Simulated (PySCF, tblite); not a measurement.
**C₄H₆BClO₃: geometry, infrared bands and NMR shifts**

Wanted: the infrared bands and NMR shifts of C₄H₆BClO₃ (`COC1=C(Cl)C=[O+][BH2-]O1`), by calculation.

Programs: tblite 0.8.0 and PySCF 2.14.0, with density-fitted response routines of our own. Each step states its level of theory. These are calculated values for one molecule in the gas phase, unless marked as measured. Atoms are numbered from 0 throughout.

### 1 The starting structure

15 atoms, charge 0, multiplicity 1; geometry from: force field or distance geometry start.

Bonds of the start (Å): C0–O1 1.42, O1–C2 1.41, C2–C3 1.34, C3–Cl4 1.76, C3–C5 1.47, C5–O6 1.27, O6–B7 1.50, B7–O8 1.50, O8–C2 1.40, C0–H9 1.12, C0–H10 1.11, C0–H11 1.11, C5–H12 1.09, B7–H13 1.20, B7–H14 1.18.

### 2 Optimising the geometry with GFN2-xTB

Job settings and geometry (Å):

```
{"job": {"kind": "relax", "xc": "GFN2-xTB", "basis": "xTB"}, "charge": 0, "multiplicity": 1}
C     -2.399900    -1.145000     0.197000
O     -1.706700    -0.008400     0.683900
C     -0.356200     0.227800     0.370400
C      0.252700     1.320800     0.844600
Cl    -0.585400     2.442100     1.913300
C      1.638700     1.594300     0.444200
O      2.321200     0.781400    -0.255000
B      1.816800    -0.575700    -0.655100
O      0.323300    -0.647200    -0.486900
H     -3.449600    -1.126300     0.596100
H     -2.447000    -1.112900    -0.913500
H     -1.915400    -2.081000     0.533100
H      2.090200     2.535600     0.747100
H      2.104200    -0.802100    -1.795900
H      2.308700    -1.395400     0.042600
```

Run with:

```console
OMP_NUM_THREADS=1 python probes_run.py task.json out
```

One launch serves the whole session: the jobs run in the order shown.

**Question.** This job is followed by: GFN2-xTB harmonic vibrations, gas phase; GIAO PBE0/pcSseg-1 NMR shielding, non-relativistic, gas phase. What will the session give for the following? strongest single infrared mode (GFN2-xTB); zero-point energy (GFN2-xTB); 13C shifts against TMS (PBE0/pcSseg-1); 1H shifts against TMS (PBE0/pcSseg-1, means over atoms taken as alike); 17O shifts against H2O (PBE0/pcSseg-1); 35Cl shifts against HCl (PBE0/pcSseg-1); 11B shifts against BF3·OEt2 (PBE0/pcSseg-1); surface potential, 1st and 99th percentile.

As calculated:

```
                                                              quantity                         value
                             strongest single infrared mode (GFN2-xTB)         1621 cm⁻¹, 627 km/mol
                                          zero-point energy (GFN2-xTB)                 62.7 kcal/mol
                                13C shifts against TMS (PBE0/pcSseg-1)  181.1, 177.9, 99.6, 55.6 ppm
1H shifts against TMS (PBE0/pcSseg-1, means over atoms taken as alike)          7.68, 4.13, 4.06 ppm
                                17O shifts against H2O (PBE0/pcSseg-1)       249.1, 225.6, 176.5 ppm
                               35Cl shifts against HCl (PBE0/pcSseg-1)                       108 ppm
                           11B shifts against BF3·OEt2 (PBE0/pcSseg-1)                       4.5 ppm
                                 surface potential, 1st and 99th percentile            -1.03 V and 1.39 V
```

Relaxing lowered the energy by 0.878 eV in 79 steps; the close pair that moved most is C2–O8, from 1.401 to 1.260 Å. No mode is imaginary among the 39: a minimum at this level. The strongest single mode, at 1621 cm⁻¹, is carried by C5, C2, O6, O8. GFN2-xTB is a fitted tight-binding method: band positions and strengths are rough. Its intensities can rank the bands wrongly. The most deshielded carbon is C5 (aldehyde carbonyl carbon), at 181.1 ppm: low-lying n→π* states of the double bond to the heteroatom give a large paramagnetic term (-239 ppm). At PBE0/pcSseg-1: The largest span, 434 ppm, is at O6, where the paramagnetic term is -308 ppm. By nearest atom (PBE0/pcSseg-1), the HOMO sits on C3 25 %; Cl4 17 % and the LUMO on C2, C5 about 28 % each; O6, O8 about 11 % each.
